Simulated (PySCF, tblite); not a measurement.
**C₄H₇FO₂− (doublet): geometry, infrared bands and EPR parameters**

Wanted: the infrared bands and EPR parameters of C₄H₇FO₂− (doublet) (`CO[CH-][C](F)OC`), by calculation.

Programs: tblite 0.8.0 and PySCF 2.14.0, with density-fitted response routines of our own. Each step states its level of theory. These are calculated values for one molecule in the gas phase, unless marked as measured. Atoms count from 0, in the outputs and in this text.

## (1) Starting geometry

14 atoms, charge -1, multiplicity 2; geometry from: force field or distance geometry start.

Bonds of the start (Å): C0–O1 1.38, O1–C2 1.38, C2–C3 1.52, C3–F4 1.39, C3–O5 1.39, O5–C6 1.39, C0–H7 1.11, C0–H8 1.12, C0–H9 1.12, C2–H10 1.12, C6–H11 1.09, C6–H12 1.13, C6–H13 1.11.

## (2) Relaxing the molecule with GFN2-xTB

Job settings and geometry (Å):

```
{"job": {"kind": "relax", "xc": "GFN2-xTB", "basis": "xTB"}, "charge": -1, "multiplicity": 2}
C      2.468300     0.454600     0.572300
O      1.494300    -0.520400     0.695000
C      0.231900    -0.115300     0.318400
C     -0.735900    -1.114300     0.925800
F     -0.390300    -2.378200     0.465900
O     -2.059800    -0.905500     0.558200
C     -2.303100     0.392200     0.129500
H      3.205600     0.244900    -0.233600
H      3.058400     0.515700     1.520400
H      2.043800     1.459100     0.337400
H      0.176200    -0.290200    -0.790900
H     -1.506300     0.824200    -0.473200
H     -2.469000     1.061900     1.018400
H     -3.214700     0.370700    -0.505700
```

On the command line:

```console
> OMP_NUM_THREADS=1 python probes_run.py task.json out
```

One launch serves the whole session: the jobs run in the order shown.

**Question.** This job is followed by: GFN2-xTB harmonic vibrations, gas phase; UKS B3LYP, pcH-1 on C F H O, non-relativistic, mean-field spin-orbit, GIAO. What will the session give for the following? strongest single infrared mode (GFN2-xTB); zero-point energy (GFN2-xTB); g(iso) (B3LYP); ⟨S²⟩; largest a(iso) (averaged by class).

**Answer**, as computed:

```
                                 quantity                  value
strongest single infrared mode (GFN2-xTB)  2810 cm⁻¹, 301 km/mol
             zero-point energy (GFN2-xTB)          63.0 kcal/mol
                           g(iso) (B3LYP)                2.00266
                                     ⟨S²⟩     0.758 (exact 0.75)
       largest a(iso) (averaged by class)   19F on F4, 504.8 MHz
```

What this shows: The optimisation took 114 steps and gained 1.498 eV; among the close pairs (by a distance rule), C3–F4 changed most, from 1.389 to 1.463 Å. All 36 modes are real, so the xTB geometry is a minimum. The strongest single mode, at 2810 cm⁻¹, moves mainly H10. GFN2-xTB is a fitted tight-binding method: band positions and strengths are rough. Its intensities can rank the bands wrongly. The largest spin populations lie on C2 (0.45 e), C3 (0.45 e). The isotropic g lies 0.3 ppt above the free-electron value.
